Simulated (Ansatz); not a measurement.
Run this with Ansatz's Python interface and show what comes out.

The script reads `clge2h4.xyz`:
```text
7

Cl   -2.41670   -1.42670   -0.27010
Ge   -0.30430   -1.39650   -0.23310
Ge    0.47050    0.86080   -0.16150
H     0.25730   -2.14960    1.02150
H     0.01900    1.61970   -1.42100
H    -0.04420    1.56840    1.12470
H     2.07960    0.85600   -0.10600
```

`disp_clge2h4.py`
```python
# -*- coding: utf-8 -*-
"""Dispersion corrections for ClGe2H4."""

import logging
import sys

import ansatz as az

logging.basicConfig(stream=sys.stdout, format="%(levelname)s %(message)s")
log = logging.getLogger("run")
log.setLevel(logging.INFO)

BASIS_SET = "def2-SVP"


def main():
    molecule = az.Crystal.molecule_from_extxyz("clge2h4.xyz")

    setup = molecule.calculation().basis(gaussian=BASIS_SET).spin("collinear", total=1)
    for name in ["revpbe", "r2scan"]:
        for correction in ("d3bj", "d4"):
            data = setup.functional(name, dispersion=correction).run(threads=1, pin="off").report
            log.info(f"{name:8s} {correction:5s} total {data['free_energy_ev']:.5f} eV, of which dispersion {1000 * data['dispersion']['energy']['ev']:.2f} meV")


if __name__ == "__main__":
    main()
```

Running `python disp_clge2h4.py` prints:
```text
INFO revpbe   d3bj  total -125595.55443 eV, of which dispersion -362.81 meV
INFO revpbe   d4    total -125595.58797 eV, of which dispersion -396.35 meV
DeckWarning: the engine holds no damping parameters fitted to this dispersion correction and functional, so the run takes those fitted to r2scan beside the three-body term, which d3bj leaves out (hamiltonian.dispersion, under Limitations)
INFO r2scan   d3bj  total -125605.27946 eV, of which dispersion -44.84 meV
INFO r2scan   d4    total -125605.27109 eV, of which dispersion -36.47 meV
```
(Warnings from the package without file and line.)

Caveats:
- Total energies depend on the basis set; only differences at equal settings carry meaning.
- The geometry is a force-field or estimated start, not a minimum of this method, and the basis set is short of its limit. D4 holds the three-body term, and d3bj doesn't.
- The species is open-shell (spin multiplicity 2).
- A dispersion term here runs with damping parameters fitted for another variant or functional.
- Finished in 15 s on 1 thread of Intel(R) Xeon(R) Platinum 8488C (Sapphire Rapids) (shared host), peak memory 0.28 GiB.

(A comment or docstring line of the script was reworded after the run, the code is as it ran; lines on the test bed's own set-up are left out of the output.)
